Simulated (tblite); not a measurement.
# C6H15PSi: the cost of one run

Computed with tblite 0.8.0 and PySCF 2.14.0, with density-fitted response routines of our own, on a single molecule, in the gas phase or a continuum. Atoms count from 0, in the outputs and in this text.

**1. The starting structure**

23 atoms, charge 0, multiplicity 1; geometry from: force field or distance geometry start.

Bonds of the start (Å): C0–C1 1.52, C1–P2 1.85, P2–C3 1.86, C3–C4 1.50, C4–C5 1.52, C4–C6 1.50, C6–Si7 1.86, C6–P2 1.86, C0–H8 1.11, C0–H9 1.12, C0–H10 1.09, C1–H11 1.12, C1–H12 1.10, C3–H13 1.12, C3–H14 1.12, C4–H15 1.10, C5–H16 1.10, C5–H17 1.11, C5–H18 1.11, C6–H19 1.11, Si7–H20 1.46, Si7–H21 1.46, Si7–H22 1.47.

**2. Optimising the geometry with GFN2-xTB**

The job: settings as JSON, then the geometry in Å.

```
{"job": {"kind": "relax", "xc": "GFN2-xTB", "basis": "xTB"}, "charge": 0, "multiplicity": 1}
C      2.961200    -0.579600    -0.498300
C      2.127700     0.652300    -0.168400
P      0.813300     0.131400     1.024800
C     -0.080900    -1.400100     0.453800
C     -1.137400    -0.597900    -0.254300
C     -2.522800    -1.188300    -0.066200
C     -0.899300     0.662600     0.531500
Si    -1.011200     2.257600    -0.414700
H      2.719900    -0.890100    -1.534900
H      2.686700    -1.386100     0.224100
H      4.020700    -0.346100    -0.355000
H      2.764400     1.452600     0.285000
H      1.691200     1.029300    -1.106600
H      0.539700    -2.043700    -0.215200
H     -0.464300    -1.973400     1.337000
H     -0.927600    -0.448900    -1.319900
H     -3.273000    -0.378400    -0.046000
H     -2.526000    -1.744500     0.890600
H     -2.751200    -1.923100    -0.863800
H     -1.578900     0.688000     1.406000
H      0.252200     2.544500    -1.085700
H     -1.312900     3.311000     0.553900
H     -2.096100     2.198100    -1.408500
```

The run is started by

```
$ OMP_NUM_THREADS=1 python probes_run.py task.json out
```

The driver reads the jobs from task.json and runs them one after another.

Q: Estimate the wall time and peak memory of this first job on 1 thread of Arm Neoverse V1, shared host.

About 1.6 s, with a peak of 0.17 GiB.
